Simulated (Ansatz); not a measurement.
# Ba: an axial (c/a) deformation path

One table from this session's results is given with a row withheld; the runs are named, their logs left out.

Computed with Ansatz 0.2.0 (DFT PBEsol, scalar-relativistic, plane waves, PAW, unless a step's input says otherwise).

## The system as given

It takes space group P6/mmm (No. 191, hexagonal). The conventional cell has a = 6.996 Å, b = 6.996 Å, c = 3.909 Å, α = 90.00°, β = 90.00°, γ = 120.00°. Around Ba (site symmetry -6m2) lie 5 Ba at 3.91 to 4.04 Å.

As a file:

```cif
data_structure
_symmetry_space_group_name_H-M 'P6/mmm'
_symmetry_Int_Tables_number 191
_cell_length_a 6.9961
_cell_length_b 6.9961
_cell_length_c 3.9094
_cell_angle_alpha 90.000
_cell_angle_beta 90.000
_cell_angle_gamma 120.000
_cell_volume 165.71
loop_
_atom_site_label
_atom_site_type_symbol
_atom_site_symmetry_multiplicity
_atom_site_Wyckoff_symbol
_atom_site_fract_x
_atom_site_fract_y
_atom_site_fract_z
_atom_site_occupancy
Ba1 Ba 2 d 0.33333 0.66667 0.50000 1
```

Source of the structure: the Materials Project (structure only).

The first run:

Input file input.yaml:

```yaml
crystal:
  lattice:
    - [6.9960670735, 0.0, 0.0]
    - [-3.4980335368, 6.0587718122, 0.0]
    - [0.0, 0.0, 3.90939355]
  atoms:
    - { symbol: Ba, position: [0.33333333, 0.66666667, 0.5] }
    - { symbol: Ba, position: [0.66666667, 0.33333333, 0.5] }
basis:
  ecutwfc: 420
kpoints:
  mp_grid: { grid: [3, 3, 6] }
hamiltonian:
  xc: pbesol
scf:
  occupations: { method: gaussian, width: 0.1 }
output:
  forces: true
  stress: true
  eigenvalues: true
```

Steps of the session up to this table: Quick check of gap, pressure and forces; The reference: the undisturbed cell on the scan's mesh; Point ρ = 0.850; At ρ = 1.200; ρ = 0.920; Point ρ = 1.100; At ρ = 0.960; At ρ = 1.050; Point ρ = 0.800; ρ = 1.300.

One of the session's tables, all rows but one given; the rest of the session is left out.

It belongs to the step «The scan collected». 

```
    ρ  ΔE (meV/atom)  pressure (GPa)
0.800          175.1             0.4
0.850              ?               ?
0.920           15.1            -0.1
0.960            0.9            -0.2
1.000            0.0            -0.2
1.050           13.8            -0.3
1.100           40.8            -0.3
1.200          121.1            -0.3
1.300          213.3            -0.2
```

Q: Estimate the row for ρ = 0.850 from the others.

Worked estimate for «ΔE (meV/atom)». A straight line through the neighbours (0.800, 175.1) and (0.920, 15.1) gives 175.1 + (15.1 − 175.1) × (0.850 − 0.800) / (0.920 − 0.800) = 108.4; a parabola fitted to 3 rows on both sides gives 87.0.

The run gave: ΔE (meV/atom): 82.9; pressure (GPa): 0.2. In «ΔE (meV/atom)» the line misses by +25.5 and the parabola by +4.1.
